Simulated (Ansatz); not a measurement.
# AlGaH₄SSi: one species, many methods

The task here is to estimate one member of a computed series from the others.

Method: functionals in def2-TZVPP, the program's frozen cores in correlated methods; program: Ansatz 0.2.0, Gaussian basis.

The runs, in order: LDA (SPW92), PBE-D4, revPBE-D4, BLYP-D4, r2SCAN-D4, B97M-V, PBE0-D4, B3LYP-D4, r2SCANh-D4, r2SCAN0-D4, HSE06-D4, BHLYP-D4, CAM-B3LYP-D4, LC-ωPBE, ωB97X-V, ωB97M-V, B2PLYP, PBE-QIDH; CCSD(T)/def2-SVP; CCSD(T)/def2-TZVPP; MP2/def2-QZVPP; extrapolation to the limit; RPA on PBE.

### The geometry

An earlier PBE0-D4 in a triple-zeta def2 set relaxation fixed the geometry.

8 atoms, charge 0, spin multiplicity 1.

Atoms are counted from 1 here; the program's logs count them from 0.

Bond lengths: Al1–Si2 2.440 Å, Al1–S4 2.193 Å, Al1–H5 1.584 Å, Si2–Ga3 2.413 Å, Si2–H6 1.491 Å, Si2–H7 1.492 Å, Ga3–S4 2.250 Å, Ga3–H8 1.565 Å. Angles: Si2–Al1–S4 98.5°, Si2–Al1–H5 139.1°, S4–Al1–H5 122.4°, Al1–Si2–Ga3 77.4°, Al1–Si2–H6 121.0°, Al1–Si2–H7 117.3°, Ga3–Si2–H6 116.6°, Ga3–Si2–H7 113.3°, H6–Si2–H7 108.3°, Si2–Ga3–S4 97.8°, Si2–Ga3–H8 144.8°, S4–Ga3–H8 117.5°, Al1–S4–Ga3 86.1°.

The first run:

File in.yaml:

```yaml
crystal:
  periodic: [false, false, false]
  atoms:
    - {symbol: Al, position_ang: [-0.483649, 1.052050, -1.188941]}
    - {symbol: Si, position_ang: [0.923211, 0.467742, 0.716976]}
    - {symbol: Ga, position_ang: [-0.462068, -1.492119, 0.464280]}
    - {symbol: S, position_ang: [-1.590532, -0.832706, -1.366769]}
    - {symbol: H, position_ang: [-0.745649, 2.283294, -2.150450]}
    - {symbol: H, position_ang: [0.810868, 1.203683, 2.008303]}
    - {symbol: H, position_ang: [2.367680, 0.209088, 0.448765]}
    - {symbol: H, position_ang: [-0.819862, -2.891022, 1.067835]}
basis:
  gaussian: {orbitals: def2-TZVPP}
hamiltonian: {xc: lda}
output: {orbitals: {seedname: orbitals}}
```

Steps of the session up to this table: LDA; PBE-D4 (GGA); revPBE-D4 (GGA); BLYP-D4 (GGA); r2SCAN-D4 (meta-GGA); B97M-V (meta-GGA); PBE0-D4 (hybrid); B3LYP-D4 (hybrid); r2SCANh-D4 (hybrid); r2SCAN0-D4 (hybrid); HSE06-D4 (hybrid); BHLYP-D4 (hybrid); CAM-B3LYP-D4 (range-separated); LC-ωPBE (range-separated); ωB97X-V (range-separated); ωB97M-V (range-separated); B2PLYP (double hybrid); PBE-QIDH (double hybrid).

One table of the session follows, with a row left open; its other results are not shown here.

It belongs to the step «Frontier levels by functional». 

| functional | HOMO (eV) | LUMO (eV) | gap (eV) |
| --- | --- | --- | --- |
| LDA (SPW92) | -6.12 | -3.02 | 3.10 |
| PBE-D4 | -6.01 | -2.82 | 3.19 |
| revPBE-D4 | -5.97 | -2.73 | 3.24 |
| BLYP-D4 | -5.86 | -2.66 | 3.20 |
| r2SCAN-D4 | -6.23 | -2.68 | 3.55 |
| B97M-V | -6.28 | -2.80 | 3.48 |
| PBE0-D4 | -6.97 | -2.08 | 4.89 |
| B3LYP-D4 | -6.78 | -2.24 | 4.55 |
| r2SCANh-D4 | -6.58 | -2.41 | 4.17 |
| r2SCAN0-D4 | -7.11 | -2.01 | 5.10 |
| HSE06-D4 | -6.59 | -2.45 | 4.14 |
| BHLYP-D4 | -7.81 | -1.24 | 6.57 |
| CAM-B3LYP-D4 | -8.15 | -1.06 | 7.08 |
| LC-ωPBE | -9.41 | -0.06 | 9.34 |
| ωB97X-V | -9.10 | -0.15 | 8.95 |
| ωB97M-V | ? | ? | ? |

Q: Estimate the row for ωB97M-V from the others.

As computed: HOMO (eV): -8.87; LUMO (eV): -0.32; gap (eV): 8.55. In the column «HOMO (eV)» it lies between ωB97X-V (-9.10) and CAM-B3LYP-D4 (-8.15).
